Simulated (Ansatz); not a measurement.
# TiHSCl2 (quartet): relaxing a cheap start

Aim: relax a generated start of TiHSCl2 (quartet) and see which bonds hold.

Program: Ansatz 0.2.0, Gaussian basis. Level of theory: UKS PBE0/def2-SVP. These are calculated values, not measurements.

32 further runs of the same task are left out: 4 that didn't finish, 28 set aside as unsound or not needed.

## Step 1: Where the work starts

5 atoms, charge 0, spin multiplicity 4.

Atoms are counted from 1 here; the program's logs count them from 0.

Bond lengths: S1–Ti2 2.363 Å, S1–H5 1.469 Å, Ti2–Cl3 2.287 Å, Ti2–Cl4 2.345 Å. Angles: Ti2–S1–H5 92.4°, S1–Ti2–Cl3 111.5°, S1–Ti2–Cl4 110.5°, Cl3–Ti2–Cl4 108.5°.

The start is a generated structure. Sticks and bond lists go by distance. 

## Step 2: Relaxation

Contents of in.yaml:

```yaml
crystal:
  periodic: [false, false, false]
  atoms:
    - {symbol: S, position_ang: [-1.007100, 0.735100, 1.515200]}
    - {symbol: Ti, position_ang: [0.374100, -0.276200, -0.113200]}
    - {symbol: Cl, position_ang: [-0.787700, -1.790100, -1.374500]}
    - {symbol: Cl, position_ang: [1.280500, 1.344400, -1.545000]}
    - {symbol: H, position_ang: [-1.890900, 1.313000, 0.494500]}
basis:
  gaussian: {orbitals: def2-SVP}
magnetization: {spin_polarized: true, initial_magnetization: 3}
hamiltonian: {xc: pbe0}
relax: {f_tol: 0.01, max_steps: 150}
```

On the command line:

```console
$ ansatz run in.yaml --threads 2 --pin off --events-out ev --progress --plain --max-ram 34560MiB --backend cuda --devices 0, --max-vram 37GiB
```

What does the calculation give? Wanted: energy gained; shift from the start; total energy; dipole moment; ⟨S²⟩.

**Answer**, as computed:

| quantity | value |
| --- | --- |
| steps | 11 |
| energy gained | 0.954 eV |
| shift from the start (rms) | 0.668 Å |
| total energy | -58982.7653 eV |
| dipole moment | 2.41 D |
| ⟨S²⟩ | 3.759 |

The bonds of the start are those of the end. S1–Ti2 went from 2.363 to 2.537 Å. No vibrations were run, so this is a stationary point, not a proven minimum, and this spin need not be the ground state's.
